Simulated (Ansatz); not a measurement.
# SiNHF3 (SMILES [NH][Si](F)(F)F): U-wB97M-V/6-31G(d) (spherical functions)

What is the energy change on altering one bond length of SiNHF3 at U-wB97M-V/6-31G* (spherical functions)? 

The calculation is run with Ansatz 0.2.0.

86 further runs of the same task are left out: 2 that didn't finish, 84 set aside as unsound or not needed. Runs told in other sessions of the task aren't counted.

## 1. The molecule

The species is SiNHF3 (6 atoms), meant as a doublet with charge 0. As SMILES, `[NH][Si](F)(F)F`. The coordinates come from a PBE0-D4/def2-TZVP relaxation.

Bond lengths: N1–Si2 1.723 Å, Si2–F3 1.568 Å, Si2–F4 1.573 Å, Si2–F5 1.573 Å, N1–H6 1.021 Å. Angles: N1–Si2–F3 109.4°, N1–Si2–F4 111.5°, N1–Si2–F5 111.4°, F3–Si2–F4 107.8°, F3–Si2–F5 107.8°, F4–Si2–F5 108.9°, Si2–N1–H6 114.3°.

## 2. The energy at U-wB97M-V/6-31G(d) (spherical functions)

run.yaml

```yaml
crystal:
  periodic: [false, false, false]
  atoms:
    - symbol: N
      position_ang: [-0.974500, 0.604600, 0.713900]
    - symbol: Si
      position_ang: [0.193600, -0.089600, -0.346100]
    - symbol: F
      position_ang: [-0.087100, 0.387600, -1.812600]
    - symbol: F
      position_ang: [0.123100, -1.661400, -0.330200]
    - symbol: F
      position_ang: [1.652300, 0.359600, 0.035600]
    - symbol: H
      position_ang: [-0.865300, 0.335400, 1.693200]
basis:
  gaussian: {orbitals: 6-31G_st_-spherical.json}
magnetization: {spin_polarized: true, initial_magnetization: 1}
hamiltonian: {xc: {name: wB97M-V}}
accuracy: high
output: {orbitals: {seedname: orbitals}}
```

The basis set 6-31G* is read from a file made from the Basis Set Exchange's data (not shown).

Run with:

```
$ ansatz run run.yaml --threads 1 --pin off --max-ram 3480MiB --events-out events.jsonl --progress --plain --runs-dir runs
```

Output:

```text
Warning: RAYON_NUM_THREADS=1 ignored (pool sized by the plan → 1); use --threads N
Functional definition: wB97M-V
  name "wB97M-V"
  parameter omega = 0.3/bohr
  parameter cx = 0.15
  parameter cx01 = 1.007
  parameter cx10 = 0.259
  parameter css00 = 0.443
  parameter css04 = -1.437
  parameter css10 = -4.535
  parameter css20 = -3.390
  parameter css43 = 4.278
  parameter cos00 = 1.000
  parameter cos10 = 1.358
  parameter cos20 = 2.924
  parameter cos21 = -8.812
  parameter cos60 = -1.390
  parameter cos61 = 9.142
  parameter b = 6.0
  parameter c = 0.01
  gx(w, u) = 1 - cx + cx01*u + cx10*w
  gss(w, u) = css00 + css04*u^4 + css10*w + css20*w^2 + css43*w^4*u^3
  gos(w, u) = cos00 + cos10*w + (cos20 + cos21*u)*w^2 + (cos60 + cos61*u)*w^6
  exchange = spin_sum(e_x_unif_sr(omega)*gx(b97_w, b97_u_x)) + cx*exact_x_sr(omega) + exact_x_lr(omega)
  correlation = spin_sum(e_c_pw_mod_same_spin*gss(b97_w, b97_u_same))
      + integral(e_c_pw_mod_opposite_spin*gos(b97_w_opposite, b97_u_opposite)) + vv10(b, c)
1642 factors; integrals over basis functions are off by at most 3.9e-9 eV
321 factors; integrals over basis functions are off by at most 1.9e-9 eV
mean field evaluation 1: about -17530.8738 eV, gradient 3.3e1 eV
mean field evaluation 2: about -17531.7283 eV, gradient 3.1e1 eV
mean field evaluation 4: about -17534.5436 eV, gradient 9.5e-1 eV
mean field evaluation 8: about -17534.6594 eV, gradient 2.9e-2 eV
mean field evaluation 16: about -17534.6594 eV, gradient 4.6e-4 eV
mean field evaluation 32: about -17534.6594 eV, gradient 5.4e-8 eV
mean field -17534.65943945 eV, -644.3868489808 hartree, gradient 5.4e-8 eV, S^2 0.752470; 2 other end points of the search recorded, 0 dependent functions left out
reference -17534.65944375 eV, -644.3868491388 hartree; 25, 24 occupied and 51, 52 virtual orbitals, 1642 factors
Total energy: -17534.65944375 eV, -644.3868491388 hartree
```

Wall time 1.9 min (1 thread of Arm Neoverse V1, shared host); peak memory 0.88 GiB.

## 3. The distorted shape at the same level

molecule.yaml

```yaml
crystal:
  periodic: [false, false, false]
  atoms:
    - symbol: "N"
      position_ang: [-0.749948, 0.222854, 1.887058]
    - symbol: Si
      position_ang: [0.418152, -0.471346, 0.827058]
    - symbol: F
      position_ang: [-0.087100, 0.387600, -1.812600]
    - symbol: F
      position_ang: [0.347652, -2.043146, 0.842958]
    - symbol: F
      position_ang: [1.876852, -0.022146, 1.208758]
    - symbol: H
      position_ang: [-0.640748, -0.046346, 2.866358]
basis:
  gaussian:
    orbitals: 6-31G_st_-spherical.json
magnetization:
  spin_polarized: true
  initial_magnetization: 1
hamiltonian:
  xc: {name: wB97M-V}
accuracy: high
output: {orbitals: {seedname: orbitals}}
```

The basis set 6-31G* is read from a file made from the Basis Set Exchange's data (not shown).

Run with:

```
$ ansatz run molecule.yaml --threads 1 --pin off --max-ram 3480MiB --events-out events.jsonl --progress --plain --runs-dir runs
```

Output, shortened:

```text
Warning: RAYON_NUM_THREADS=1 ignored (pool sized by the plan → 1); use --threads N
[... 2 set-up lines as earlier in the session ...]
[...]
  gx(w, u) = 1 - cx + cx01*u + cx10*w
  gss(w, u) = css00 + css04*u^4 + css10*w + css20*w^2 + css43*w^4*u^3
  gos(w, u) = cos00 + cos10*w + (cos20 + cos21*u)*w^2 + (cos60 + cos61*u)*w^6
[...]
      + integral(e_c_pw_mod_opposite_spin*gos(b97_w_opposite, b97_u_opposite)) + vv10(b, c)
1570 factors; integrals over basis functions are off by at most 8.4e-9 eV
339 factors; integrals over basis functions are off by at most 1.9e-9 eV
[...]
mean field -17528.71007036 eV, -644.1682136995 hartree, gradient 4.6e-8 eV, S^2 1.047343; 5 other end points of the search recorded, 0 dependent functions left out
reference -17528.71007452 eV, -644.1682138523 hartree; 25, 24 occupied and 51, 52 virtual orbitals, 1570 factors
Total energy: -17528.71007452 eV, -644.1682138523 hartree
```

It took 2.7 min on 1 thread of Arm Neoverse V1, shared host; peak memory 0.87 GiB.

## 4. Outcome

At U-wB97M-V/6-31G* (spherical functions):

```
                                                          quantity          value
                                         first shape: total energy  -644.38685 Eh
                   first shape: HOMO energy (highest over α and β)      -11.28 eV
                    first shape: LUMO energy (lowest over α and β)       -1.95 eV
                                                 first shape: ⟨S²⟩          0.752
                                     distorted shape: total energy  -644.16821 Eh
               distorted shape: HOMO energy (highest over α and β)       -9.92 eV
                distorted shape: LUMO energy (lowest over α and β)       -2.83 eV
                                             distorted shape: ⟨S²⟩          1.047
energy change with the Si2–F3 bond stretched from 1.568 to 2.821 Å       5.949 eV
```

**Reading.** With the Si2–F3 bond stretched from 1.568 to 2.821 Å the energy rises by 5.95 eV (574 kJ/mol). The first shape isn't relaxed at this level, so the change isn't measured from a minimum. ⟨S²⟩ (distorted shape) is 1.05 where a pure doublet has 0.75: the reference is spin-contaminated.
